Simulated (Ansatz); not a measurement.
# C2H4AlB: a rigid scan of the angle B1–Al2–C3

Aim: the energy along the angle B1–Al2–C3, from CCSD(T) and from cheaper methods, relative to the minimum. No other atom is relaxed.

Program: Ansatz 0.2.0, Gaussian basis. Level of theory: single points in def2-TZVPP. These are calculated values, not measurements.

Levels: PBE-D4, r2SCAN-D4, PBE0-D4, B3LYP-D4, wB97M-V, Hartree-Fock, MP2, CCSD, CCSD(T). The scan takes 94.1, 100.1, 106.1, 112.1, 118.1, 124.1, 130.1, 136.1, 142.1°.

Cores are frozen in the correlated methods. B3LYP uses VWN-RPA correlation.

36 further runs of the same task are left out: 36 set aside as unsound or not needed.

## 1. The system as given

The minimum, relaxed at PBE0-D4: SMILES `[BH2][AlH][C]#C`, 8 atoms, charge 0, spin multiplicity 1.

Atoms are counted from 1 here; the program's logs count them from 0.

Bond lengths: B1–Al2 2.116 Å, B1–H5 1.200 Å, B1–H6 1.200 Å, Al2–C3 1.913 Å, Al2–H7 1.588 Å, C3–C4 1.212 Å, C4–H8 1.067 Å. Angles: Al2–B1–H5 122.7°, Al2–B1–H6 122.7°, H5–B1–H6 114.6°, B1–Al2–C3 118.1°, B1–Al2–H7 124.2°, C3–Al2–H7 117.7°, Al2–C3–C4 177.8°, C3–C4–H8 179.6°.

Coordinates:

```xyz
8

B    -0.9791    1.6103   -0.6589
Al    0.7322    0.3980   -0.3799
C     0.5237   -1.2516    0.5653
C     0.3469   -2.2874    1.1684
H    -1.6975    1.5081   -1.6142
H    -1.3100    2.4553    0.1258
H     2.1843    0.7685   -0.9053
H     0.1994   -3.2012    1.6988
```

Energies of the minimum (eV), from earlier single points: PBE-D4 -9402.44774, r2SCAN-D4 -9407.68079, PBE0-D4 -9403.46923, B3LYP-D4 -9411.56406, wB97M-V -9408.51990, CCSD(T) -9391.86506.

At the minimum the angle B1–Al2–C3 is 118.1°.

## 2. B1–Al2–C3 = 94.1°

The input, ccsdt-tzvpp/in.yaml:

```yaml
crystal:
  periodic: [false, false, false]
  atoms:
    - {symbol: B, position_ang: [-1.309429, 0.927083, -0.212985]}
    - {symbol: Al, position_ang: [0.732208, 0.397982, -0.379930]}
    - {symbol: C, position_ang: [0.523709, -1.251603, 0.565323]}
    - {symbol: C, position_ang: [0.346947, -2.287409, 1.168443]}
    - {symbol: H, position_ang: [-2.129107, 0.615420, -1.031654]}
    - {symbol: H, position_ang: [-1.741314, 1.562502, 0.708383]}
    - {symbol: H, position_ang: [2.184273, 0.768490, -0.905309]}
    - {symbol: H, position_ang: [0.199398, -3.201151, 1.698840]}
basis:
  gaussian: {orbitals: def2-TZVPP}
correlation: {method: ccsd_t}
```

No record of the launch command was kept for these runs.

After this run come: B1–Al2–C3 = 100.1°; B1–Al2–C3 = 106.1°; B1–Al2–C3 = 112.1°; B1–Al2–C3 = 118.1°; B1–Al2–C3 = 124.1°; B1–Al2–C3 = 130.1°; B1–Al2–C3 = 136.1°; B1–Al2–C3 = 142.1°.

Before running it: what results should come out? Wanted: highest point, CCSD(T); lowest point, CCSD(T); minimum along the scan, CCSD(T); RMS deviation from CCSD(T); largest T1 diagnostic.

As calculated:

```
                       quantity                                                                                                            value
         highest point, CCSD(T)                                                                                           5.0 kcal/mol at 94.1 °
          lowest point, CCSD(T)                                                                                          0.0 kcal/mol at 118.1 °
minimum along the scan, CCSD(T)                                                                                                          118.9 °
                curvature there                                                                                                    0.77 meV/deg²
     RMS deviation from CCSD(T)  PBE-D4 0.7, r2SCAN-D4 0.5, PBE0-D4 0.4, B3LYP-D4 0.3, wB97M-V 0.2, Hartree-Fock 0.6, MP2 0.1, CCSD 0.1 kcal/mol
          largest T1 diagnostic                                                                                                            0.013
```

**Reading.** A polynomial through the near points puts the CCSD(T) minimum 0.8° above the PBE0-D4 value. Curvature against CCSD(T): PBE-D4 -22 %, Hartree-Fock +20 %. Best along the scan: MP2. Worst: PBE-D4.
